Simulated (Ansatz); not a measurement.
# C₃H₁₁NO₃Sn: small, medium and large basis sets

An exercise on one series of results from a longer session: the logs are not shown, and one member is left open.

Program: Ansatz 0.2.0, Gaussian basis. Level of theory: one geometry, several basis sets. These are calculated values, not measurements.

Levels to be run: PBE0-D4/def2-SVP; ωB97M-V/def2-SVP; PBE0-D4/def2-QZVPP; ωB97M-V/def2-QZVPP; the functionals' def2-TZVPP values are taken from earlier runs.

### The relaxed structure

An earlier PBE0-D4 in a triple-zeta def2 set relaxation fixed the geometry. Sn takes the def2 core potential; no spin-orbit term is included.

19 atoms, charge 0, spin multiplicity 1.

Atoms are counted from 1 here; the program's logs count them from 0.

Bond lengths: C1–O2 1.410 Å, C1–H9 1.093 Å, C1–H10 1.097 Å, C1–H11 1.097 Å, O2–Sn3 1.953 Å, Sn3–N4 2.003 Å, Sn3–O5 1.950 Å, Sn3–O7 1.942 Å, N4–H12 1.012 Å, N4–H13 1.012 Å, O5–C6 1.409 Å, C6–H14 1.093 Å, C6–H15 1.098 Å, C6–H16 1.097 Å, O7–C8 1.411 Å, C8–H17 1.093 Å, C8–H18 1.097 Å, C8–H19 1.097 Å. Angles: O2–C1–H9 108.0°, O2–C1–H10 112.1°, O2–C1–H11 112.5°, H9–C1–H10 108.0°, H9–C1–H11 108.1°, H10–C1–H11 108.0°, C1–O2–Sn3 120.4°, O2–Sn3–N4 104.5°, O2–Sn3–O5 110.8°, O2–Sn3–O7 111.0°, N4–Sn3–O5 117.0°, N4–Sn3–O7 111.9°, O5–Sn3–O7 101.8°, Sn3–N4–H12 113.9°, Sn3–N4–H13 112.0°, H12–N4–H13 108.6°, Sn3–O5–C6 119.5°, O5–C6–H14 107.8° and more.

Set-up of the first run:

in.yaml reads:

```yaml
crystal:
  periodic: [false, false, false]
  atoms:
    - {symbol: C, position_ang: [-1.017149, -1.347227, 1.786009]}
    - {symbol: O, position_ang: [-1.323828, -0.414265, 0.774111]}
    - {symbol: Sn, position_ang: [0.084033, 0.282863, -0.386949]}
    - {symbol: N, position_ang: [-0.898050, 1.229920, -1.853982]}
    - {symbol: O, position_ang: [1.370949, 1.330645, 0.636557]}
    - {symbol: C, position_ang: [0.908838, 2.323959, 1.522609]}
    - {symbol: O, position_ang: [1.196110, -1.155106, -1.070630]}
    - {symbol: C, position_ang: [0.692660, -2.008814, -2.075292]}
    - {symbol: H, position_ang: [-1.957400, -1.683175, 2.231741]}
    - {symbol: H, position_ang: [-0.402427, -0.907427, 2.581368]}
    - {symbol: H, position_ang: [-0.490372, -2.227820, 1.398745]}
    - {symbol: H, position_ang: [-0.460346, 2.092348, -2.150379]}
    - {symbol: H, position_ang: [-1.858917, 1.425360, -1.602300]}
    - {symbol: H, position_ang: [1.777850, 2.748339, 2.032428]}
    - {symbol: H, position_ang: [0.391635, 3.142031, 1.003477]}
    - {symbol: H, position_ang: [0.229500, 1.924567, 2.286241]}
    - {symbol: H, position_ang: [1.529785, -2.591843, -2.468432]}
    - {symbol: H, position_ang: [0.238540, -1.458853, -2.908276]}
    - {symbol: H, position_ang: [-0.053610, -2.709903, -1.680643]}
basis:
  gaussian: {orbitals: def2-SVP}
hamiltonian: {xc: pbe0, dispersion: d4}
output: {orbitals: {seedname: orbitals}}
```

The run is started by

```bash
$ ansatz run in.yaml --threads 4 --pin off --events-out ev --progress --plain --max-ram 66560MiB --backend cpu
```

Steps of the session up to this table: PBE0-D4 in def2-SVP; ωB97M-V in def2-SVP; PBE0-D4 in def2-QZVPP; ωB97M-V in def2-QZVPP.

One table of the session follows, with a row left open; its other results are not shown here.

It belongs to the step «Functionals by basis». 

| functional | basis | HOMO (eV) |
| --- | --- | --- |
| PBE0-D4 | def2-SVP | -7.57 |
| PBE0-D4 | def2-TZVPP | -7.75 |
| PBE0-D4 | def2-QZVPP | -7.78 |
| ωB97M-V | def2-SVP | ? |
| ωB97M-V | def2-TZVPP | -10.14 |
| ωB97M-V | def2-QZVPP | -10.17 |

**Question.** Estimate the row for ωB97M-V, def2-SVP.

**Answer.** HOMO (eV): -9.95. In the column «HOMO (eV)» it lies between ωB97M-V, def2-TZVPP (-10.14) and PBE0-D4, def2-QZVPP (-7.78).
